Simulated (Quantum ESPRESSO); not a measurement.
Input of a Quantum ESPRESSO 7.5 run:

Contents of pw.in:

```
&CONTROL
  calculation = 'scf'
  prefix = 'pwscf'
  outdir = './tmp'
  pseudo_dir = './pseudo'
  tprnfor = .true.
  tstress = .true.
  disk_io = 'low'
/
&SYSTEM
  ibrav = 0
  celldm(1) = 8
  nat = 5
  ntyp = 2
  ecutwfc = 45
  ecutrho = 360
  nbnd = 36
  occupations = 'smearing'
  smearing = 'mv'
  degauss = 0.01469973
/
&ELECTRONS
  conv_thr = 1d-09
  electron_maxstep = 120
  mixing_beta = 0.3
/
ATOMIC_SPECIES
Ti    47.8670 ti_pbe_v1.4.uspp.F.UPF
S     32.0600 s_pbe_v1.4.uspp.F.UPF
CELL_PARAMETERS alat
  0.6408802826822   0.3700124037199   0.7647765101163
 -0.6408802826822   0.3700124037199   0.7647765101163
  0.0000000000000  -0.7400248074398   0.7647765101163
ATOMIC_POSITIONS crystal
Ti     0.0000000000    0.3356550000    0.6643450000
Ti     0.6643450000    0.0000000000    0.3356550000
Ti     0.3356550000    0.6643450000    0.0000000000
S      0.1678390000    0.1678390000    0.1678390000
S      0.8321610000    0.8321610000    0.8321610000
K_POINTS automatic
4 4 4 0 0 0
HUBBARD {ortho-atomic}
U Ti-3d 0.0001
```

Contents of scf2.in:

```
&CONTROL
  calculation = 'scf'
  prefix = 'pwscf'
  outdir = './tmp'
  pseudo_dir = './pseudo'
  tprnfor = .true.
  tstress = .true.
  disk_io = 'low'
/
&SYSTEM
  ibrav = 0
  celldm(1) = 8
  nat = 5
  ntyp = 2
  ecutwfc = 45
  ecutrho = 360
  nbnd = 36
  occupations = 'smearing'
  smearing = 'mv'
  degauss = 0.01469973
/
&ELECTRONS
  conv_thr = 1d-13
  electron_maxstep = 120
  mixing_beta = 0.3
  startingpot = 'file'
  startingwfc = 'file'
/
ATOMIC_SPECIES
Ti    47.8670 ti_pbe_v1.4.uspp.F.UPF
S     32.0600 s_pbe_v1.4.uspp.F.UPF
CELL_PARAMETERS alat
  0.6408802826822   0.3700124037199   0.7647765101163
 -0.6408802826822   0.3700124037199   0.7647765101163
  0.0000000000000  -0.7400248074398   0.7647765101163
ATOMIC_POSITIONS crystal
Ti     0.0000000000    0.3356550000    0.6643450000
Ti     0.6643450000    0.0000000000    0.3356550000
Ti     0.3356550000    0.6643450000    0.0000000000
S      0.1678390000    0.1678390000    0.1678390000
S      0.8321610000    0.8321610000    0.8321610000
K_POINTS automatic
4 4 4 0 0 0
HUBBARD {ortho-atomic}
U Ti-3d 0.0001
```

The input hp.in:

```
&INPUTHP
  prefix = 'pwscf'
  outdir = './tmp'
  nq1 = 3
  nq2 = 3
  nq3 = 3
  conv_thr_chi = 1d-06
  niter_max = 80
  iverbosity = 1
  alpha_mix(1) = 0.15
/
```

Potentials or basis: GBRV 1.5 PBE.

The run is started by

```console
$ OMP_NUM_THREADS=1 mpirun -n 4 pw.x -nk 2 -in pw.in > pw.out
$ OMP_NUM_THREADS=1 mpirun -n 4 pw.x -nk 2 -in scf2.in > scf2.out
$ OMP_NUM_THREADS=1 mpirun -n 4 hp.x -nk 2 -in hp.in > hp.out
```

Question: Predict the Hubbard U from linear response.

Answer: 5.15, 5.15, 5.15 eV.

Question: Predict the largest force.

Answer: 0.047 eV/Å.

Eigenvalues of the final occupation matrices:
```tsv
site	spin	trace	eigenvalues
Ti 1 3d	each	1.34	0.19 0.20 0.29 0.31 0.34
Ti 2 3d	each	1.34	0.19 0.20 0.29 0.31 0.34
Ti 3 3d	each	1.34	0.19 0.20 0.29 0.31 0.34
```

Caveat: the k mesh is coarse (spacing up to 0.37 Å⁻¹), so the values aren't converged; U without spin polarisation on a metal has little footing.
